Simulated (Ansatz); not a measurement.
# AsH3O: an energy map over two coordinates

Computed with Ansatz 0.2.0. Level: RKS SPW92 (LDA)/def2-TZVP.

## 1. The system as given

SMILES `O[AsH2]`, 5 atoms, charge 0, spin multiplicity 1.

Atoms are counted from 1 here; the program's logs count them from 0.

Bond lengths: O1–As2 1.831 Å, O1–H3 0.976 Å, As2–H4 1.548 Å, As2–H5 1.549 Å. Angles: As2–O1–H3 104.8°, O1–As2–H4 96.3°, O1–As2–H5 96.6°, H4–As2–H5 90.0°.

As a file:

```
O     0.3349   -0.6941    0.8458
As    0.0178    0.1801   -0.7315
H     0.9516   -1.4135    0.6122
H    -1.5134    0.3125   -0.5465
H     0.2091    1.6150   -0.1799
```

This geometry comes from a loose relaxation at PBE in a small basis, which is not shown.

## 3. The grid

- umbrella angle at As2 (between each of its bonds and their common axis; 90 is planar): 15 values from 45.5 to 134.5 °
- change of the bonds As2–O1, As2–H4, As2–H5, all alike: 15 values from −0.179 to 0.276 Å

Nothing else is relaxed (all other coordinates rigid). Energies count from the relaxed molecule at the same level. Points are written as (first, second).

(The set-up runs are not shown.)

## 4. Grid point (121.8°, −0.016 Å)

Input file input.yaml:

```yaml
crystal:
  periodic: [false, false, false]
  atoms:
    - { symbol: O, position_ang: [0.344886, -0.679384, 0.793754] }
    - { symbol: As, position_ang: [0.019041, 0.182263, -0.736193] }
    - { symbol: H, position_ang: [0.948516, -1.413187, 0.583168] }
    - { symbol: H, position_ang: [-1.488014, 0.293499, -0.554878] }
    - { symbol: H, position_ang: [0.219144, 1.588599, -0.189529] }
basis:
  gaussian: { orbitals: def2-TZVP }
hamiltonian:
  xc: lda
output:
  forces: true
```

On the command line:

```
> ansatz run input.yaml --threads 1 --pin off --max-ram 2560MiB --backend cpu --events-out ev --progress --plain --runs-dir out
```

Q: Estimate wall time and peak memory on 1 thread of Arm Neoverse V1, shared host.

About 1 s, with a peak of 0.099 GiB.
